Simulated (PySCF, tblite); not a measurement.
**C6H11NOSi: geometry, infrared bands and NMR shifts**

What infrared bands and NMR shifts should C6H11NOSi (`CC[Si@H]1C(=O)C=C1CN`) show?

Programs: tblite 0.8.0 and PySCF 2.14.0, with density-fitted response routines of our own. Each step states its level of theory. These are calculated values for one molecule in the gas phase, unless marked as measured. Atoms count from 0, in the outputs and in this text.

### 1 The molecule as given

20 atoms, charge 0, multiplicity 1; geometry from: force field or distance geometry start.

Bonds of the start (Å): C0–C1 1.53, C1–Si2 1.84, Si2–C3 1.82, C3–O4 1.21, C3–C5 1.50, C5–C6 1.36, C6–C7 1.54, C7–N8 1.46, C6–Si2 1.90, C0–H9 1.10, C0–H10 1.10, C0–H11 1.08, C1–H12 1.10, C1–H13 1.09, Si2–H14 1.49, C5–H15 1.08, C7–H16 1.10, C7–H17 1.10, N8–H18 1.02, N8–H19 1.01.

### 2 Geometry optimisation with GFN2-xTB

The job: settings as JSON, then the geometry in Å.

```
{"job": {"kind": "relax", "xc": "GFN2-xTB", "basis": "xTB"}, "charge": 0, "multiplicity": 1}
C      2.006500    -1.501500     0.677700
C      1.975500    -0.057400     0.162000
Si     0.620400     0.999900     0.810400
C      0.174200     2.477300    -0.151500
O      0.787300     3.508700    -0.284100
C     -1.129900     1.918800    -0.624600
C     -1.063000     0.700000    -0.018700
C     -1.993100    -0.528400     0.025000
N     -1.713000    -1.363400    -1.135100
H      2.086900    -1.538200     1.774000
H      1.081500    -2.036300     0.396800
H      2.844600    -2.042200     0.251500
H      2.932800     0.405500     0.442200
H      1.945700    -0.085300    -0.926500
H      0.489200     1.071100     2.294200
H     -1.896000     2.350900    -1.254100
H     -3.044300    -0.206100     0.010600
H     -1.840000    -1.114700     0.937500
H     -1.898400    -0.813500    -1.973600
H     -2.372100    -2.134600    -1.152500
```

Run with:

```sh
OMP_NUM_THREADS=1 python probes_run.py task.json out
```

This one command runs all jobs of the session in turn.

**Question.** This job is followed by: GFN2-xTB harmonic vibrations, gas phase; GIAO PBE0/pcSseg-1 NMR shielding, non-relativistic, gas phase. What will the session give for the following? strongest single infrared mode (GFN2-xTB); zero-point energy (GFN2-xTB); ¹³C shifts against TMS (PBE0/pcSseg-1); ¹H shifts against TMS (PBE0/pcSseg-1, means over atoms taken as alike); ²⁹Si shifts against TMS (PBE0/pcSseg-1); ¹⁷O shifts against H2O (PBE0/pcSseg-1); ¹⁵N shifts against NH3 (PBE0/pcSseg-1); surface potential, 1st and 99th percentile.

The runs gave:

```
                                                              quantity                                               value
                             strongest single infrared mode (GFN2-xTB)                               1772 cm⁻¹, 458 km/mol
                                          zero-point energy (GFN2-xTB)                                       98.9 kcal/mol
                                ¹³C shifts against TMS (PBE0/pcSseg-1)           223.0, 213.3, 165.2, 50.8, 11.0, 10.3 ppm
¹H shifts against TMS (PBE0/pcSseg-1, means over atoms taken as alike)  7.27, 5.37, 4.53, 3.94, 1.53, 1.09, 1.04, 0.84 ppm
                               ²⁹Si shifts against TMS (PBE0/pcSseg-1)                                            11.0 ppm
                                ¹⁷O shifts against H2O (PBE0/pcSseg-1)                                           745.9 ppm
                                ¹⁵N shifts against NH3 (PBE0/pcSseg-1)                                            46.0 ppm
                                 surface potential, 1st and 99th percentile                                  -1.90 V and 1.62 V
```

**Reading.** Relaxing lowered the energy by 0.567 eV in 156 steps; the close pair that moved most is Si2–C3, from 1.819 to 1.953 Å. No mode is imaginary among the 54: a minimum at this level. The strongest single mode, at 1772 cm⁻¹, moves mainly C3 and O4. Unscaled tight-binding wavenumbers are off by several per cent, some by more. Its intensities can rank the bands wrongly. H15 (hydrogen on an α carbon of a C=C–C=O unit) lies farthest downfield among hydrogen, at 7.27 ppm; olefinic region. At PBE0/pcSseg-1: The largest span, 1512 ppm, is at O4, where the paramagnetic term is -806 ppm. At PBE0/pcSseg-1, counted by nearest atom on the grid, the HOMO lies on O4 49 %; C3 15 %, the LUMO on C6 32 %; C3 20 %.
